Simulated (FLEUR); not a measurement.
# YCl (R-3m) in FLEUR: further runs

Runs on YCl. Level: PBEsol. Tasks: equation of state.

Everything below comes from runs of FLEUR MaX-R8.1 (later development tree). Logs are shortened: lines on timing, memory, paths and dates and some standing lists are left out, and cuts for length are marked.

**1. The undisturbed crystal**

Symmetry: R-3m, No. 166, trigonal system. Conventional cell: a = 3.752 Å, b = 3.752 Å, c = 27.525 Å, α = 90.00°, β = 90.00°, γ = 120.00°. Y (site symmetry 3m) is surrounded by 3 Cl at 2.75 Å. Around Cl (site symmetry 3m) lie 3 Y at 2.75 Å.

**2. Equation of state, PBEsol, 26.29 Å³/atom (volume scaled by 0.94)**

Input file inp.xml:

```xml
<?xml version="1.0" encoding="UTF-8" standalone="no"?>
<fleurInput fleurInputVersion="0.39">
   <comment>
      YCl                                                                                                 
   </comment>
   <calculationSetup>
      <cutoffs Kmax="4.9" Gmax="15.2" GmaxXC="15.2" numbands="0"/>
      <scfLoop itmax="60" minDistance="0.00001" maxIterBroyd="15" imix="Anderson" alpha="0.05" precondParam="0.0" spinf="2.0" sdNocoIR="T"/>
      <coreElectrons ctail="T" frcor="F" kcrel="0" coretail_lmax="0"/>
      <xcFunctional name="PBEs" relativisticCorrections="F"/>
      <magnetism jspins="1"/>
      <soc l_soc="F" theta="0.0" phi="0.0" spav="F"/>
      <expertModes spex="0" secvar="F"/>
      <geometryOptimization l_f="F" forcealpha="1.0" forcemix="BFGS" epsdisp="0.0005" epsforce="0.0002"/>
      <ldaU l_linMix="F" mixParam="0.05" spinf="1.0"/>
   </calculationSetup>
   <cell>
      <bzIntegration valenceElectrons="36.0" mode="hist" fermiSmearingEnergy="0.00183747">
         <kPointListSelection listName="default-1"/>
         <!-- k-points included here -->
         <xi:include xmlns:xi="http://www.w3.org/2001/XInclude" href="kpts.xml"> </xi:include>
      </bzIntegration>
      <!-- symmetry operations included here -->
      <xi:include xmlns:xi="http://www.w3.org/2001/XInclude" href="sym.xml"> </xi:include>
      <bulkLattice scale="0.9795861087">
         <bravaisMatrix>
            <row-1>    3.5454096686682899     2.0469432265173300    17.3382371932049999</row-1>
            <row-2>   -3.5454096686682899     2.0469432265173300    17.3382371932049999</row-2>
            <row-3>    0.0000000000000000    -4.0938864532236332    17.3382371932049999</row-3>
         </bravaisMatrix>
      </bulkLattice>
   </cell>
   <atomSpecies>
      <species name="Yttrium (Y)" element="Y" atomicNumber="39">
         <mtSphere radius="2.66" gridPoints="879" logIncrement="0.014"/>
         <atomicCutoffs lmax="10" lnonsphr="10"/>
         <electronConfig flipSpins="F">
            <coreConfig>(1s1/2) (2s1/2) (2p1/2) (2p3/2) (3s1/2) (3p1/2) (3p3/2) (3d3/2) (3d5/2)</coreConfig>
            <valenceConfig>(4s1/2) (4p1/2) (4p3/2) (5s1/2) (4d3/2) (4d5/2)</valenceConfig>
            <stateOccupation state="(4d3/2)" spinUp="0.200000" spinDown="0.200000"/>
            <stateOccupation state="(4d5/2)" spinUp="0.300000" spinDown="0.300000"/>
         </electronConfig>
         <energyParameters s="5" p="5" d="4" f="4"/>
         <lo type="SCLO" l="0" n="4" eDeriv="0"/>
         <lo type="SCLO" l="1" n="4" eDeriv="0"/>
         <lo type="SCLO" l="1" n="4" eDeriv="1"/>
         <lo type="SCLO" l="2" n="4" eDeriv="2"/>
         <lo type="SCLO" l="3" n="4" eDeriv="2"/>
      </species>
      <species name="Chlorine (Cl)" element="Cl" atomicNumber="17">
         <mtSphere radius="2.0" gridPoints="681" logIncrement="0.017"/>
         <atomicCutoffs lmax="8" lnonsphr="8"/>
         <electronConfig flipSpins="F">
            <coreConfig>(1s1/2) (2s1/2) (2p1/2) (2p3/2)</coreConfig>
            <valenceConfig>(3s1/2) (3p1/2) (3p3/2)</valenceConfig>
            <stateOccupation state="(3p1/2)" spinUp="0.833333" spinDown="0.833333"/>
            <stateOccupation state="(3p3/2)" spinUp="1.666667" spinDown="1.666667"/>
         </electronConfig>
         <energyParameters s="3" p="3" d="3" f="4"/>
         <lo type="SCLO" l="0" n="3" eDeriv="2"/>
         <lo type="SCLO" l="1" n="3" eDeriv="2"/>
         <lo type="SCLO" l="2" n="3" eDeriv="2"/>
         <lo type="SCLO" l="3" n="4" eDeriv="2"/>
      </species>
   </atomSpecies>
   <atomGroups>
      <atomGroup species="Yttrium (Y)">
         <relPos label="                   1">-.2168300000 -.2168300000 -.2168300000</relPos>
         <relPos label="                   2">.2168300000 .2168300000 .2168300000</relPos>
         <force calculate="T" relaxXYZ="TTT"/>
      </atomGroup>
      <atomGroup species="Chlorine (Cl)">
         <relPos label="                   3">-.3883000000 -.3883000000 -.3883000000</relPos>
         <relPos label="                   4">.3883000000 .3883000000 .3883000000</relPos>
         <force calculate="T" relaxXYZ="TTT"/>
      </atomGroup>
   </atomGroups>
   <output dos="F" band="F" slice="F">
      <checks vchk="F" cdinf="F"/>
      <bandDOS minEnergy="-.5*Htr" maxEnergy="0.5*Htr" sigma="0.015" storeEVData="T"/>
      <vacuumDOS vacdos="F" integ="F" star="F" nstars="0" locx1="0.0" locy1="0.0" locx2="0.0" locy2="0.0" nstm="0" tworkf="0.0"/>
      <unfoldingBand unfoldBand="F" supercellX="1" supercellY="1" supercellZ="1"/>
      <plotting iplot="0" polar="F">
         <plot TwoD="T" vec1="  1.0  0.0  0.0" vec2="  0.0  1.0  0.0" vec3="  0.0  0.0  1.0" zero="  0.0  0.0  0.0" file="plot"/>
      </plotting>
      <chargeDensitySlicing numkpt="0" minEigenval="0.0" maxEigenval="0.0" nnne="0" pallst="F"/>
      <specialOutput eonly="F"/>
      <moessbauerParams electricFieldGradient="T" isomerShift="T" coreHyperfine="T" valenceHyperfine="T"/>
      <magneticCircularDichroism mcd="F" energyLo="-10.0" energyUp="0.0"/>
   </output>
  <!-- We include the file relax.xml here to enable relaxations (see documentation) -->
  <xi:include xmlns:xi="http://www.w3.org/2001/XInclude" href="relax.xml"> <xi:fallback/> </xi:include>
</fleurInput>
```

Potentials or basis: all-electron, FLAPW.

Run with:

```
$ inpgen -f crystal.txt -profile fastHighL
$ # inp.xml edited to the form shown
$ fleur_MPI
```

What it wrote:

```text
Welcome to FLEUR        (www.flapw.de)
      MaX-Release 8.1          (www.max-centre.eu)

 ========== k-point set info ==========
 Selected k-point list: default-1
 k-point list type: mesh
 8 x 8 x 8
 Number of k points: 65

 ------------Calculation Setup---------------------------
 Number of MPI-tasks      :            1
 Number of PE/node        :            1
 Number of OMP-threads    :            1
 Most efficient MPI parallelization for:
           1           5          13          65
 Additional eigenvalue parallelization possible
 Number of basis functions:         1583
 Approximate size of matrices (H+S) per k-point:         0.037 GB
 --------------------------------------------------------
 Iteration:     1   Distance:       4.47639991 me/bohr^3
 Iteration:     2   Distance:       4.10059590 me/bohr^3
 Iteration:     3   Distance:       1.60250629 me/bohr^3
 Iteration:     4   Distance:       1.21607180 me/bohr^3
 Iteration:     5   Distance:       0.77252181 me/bohr^3
 Iteration:     6   Distance:       0.21354350 me/bohr^3
 Iteration:     7   Distance:       0.14833410 me/bohr^3
 Iteration:     8   Distance:       0.03220327 me/bohr^3
 Iteration:     9   Distance:       0.01578009 me/bohr^3
 Iteration:    10   Distance:       0.01074565 me/bohr^3
 Iteration:    11   Distance:       0.00210448 me/bohr^3
 Iteration:    12   Distance:       0.00084862 me/bohr^3
 Iteration:    13   Distance:       0.00021069 me/bohr^3
 Iteration:    14   Distance:       0.00007042 me/bohr^3
 Iteration:    15   Distance:       0.00005419 me/bohr^3
 Iteration:    16   Distance:       0.00004825 me/bohr^3
 Iteration:    17   Distance:       0.00002552 me/bohr^3
 Iteration:    18   Distance:       0.00001071 me/bohr^3
 Iteration:    19   Distance:       0.00000208 me/bohr^3

 ********************************************************************
 Run finished successfully
 Stop message:
   all done
 ********************************************************************
```

It took 27 min on 1 thread of Arm Neoverse V1, shared host; peak memory 0.35 GiB.

Results:

```
Free energy                                           : -209237.5520 eV
Band gap on the k mesh                                : none (metal or under the smearing width)
Valence electrons inside the program's atomic spheres : Y 8.94; Cl 5.08 (radii Y 2.66, Cl 2.0 bohr)
```

**3. Equation of state, PBEsol, 26.85 Å³/atom (volume scaled by 0.96)**

inp.xml, as its differences from that of step 2:

```diff
@@ -24,3 +24,3 @@
       <xi:include xmlns:xi="http://www.w3.org/2001/XInclude" href="sym.xml"> </xi:include>
-      <bulkLattice scale="0.9795861087">
+      <bulkLattice scale="0.9864848297">
          <bravaisMatrix>
```

Potentials or basis: all-electron, FLAPW.

Run with:

```
$ inpgen -f crystal.txt -profile fastHighL
$ # inp.xml edited to the form shown
$ fleur_MPI
```

Run time: 28 min. Hardware: 1 thread of Arm Neoverse V1, shared host; peak memory 0.35 GiB.

The run converged. Its results:

```
Free energy                                           : -209237.5795 eV
Band gap on the k mesh                                : none (metal or under the smearing width)
Valence electrons inside the program's atomic spheres : Y 8.91; Cl 5.08 (radii Y 2.66, Cl 2.0 bohr)
```

**4. Equation of state, PBEsol, 27.41 Å³/atom (volume scaled by 0.98)**

inp.xml, as its differences from that of step 3:

```diff
@@ -24,3 +24,3 @@
       <xi:include xmlns:xi="http://www.w3.org/2001/XInclude" href="sym.xml"> </xi:include>
-      <bulkLattice scale="0.9864848297">
+      <bulkLattice scale="0.9932883884">
          <bravaisMatrix>
```

Run with:

```
$ inpgen -f crystal.txt -profile fastHighL
$ # inp.xml edited to the form shown
$ fleur_MPI
```

Wall time 30 min (1 thread of Arm Neoverse V1, shared host); peak memory 0.35 GiB.

Results (log left out):

```
Free energy                                           : -209237.5916 eV
Band gap on the k mesh                                : none (metal or under the smearing width)
Valence electrons inside the program's atomic spheres : Y 8.89; Cl 5.07 (radii Y 2.66, Cl 2.0 bohr)
```
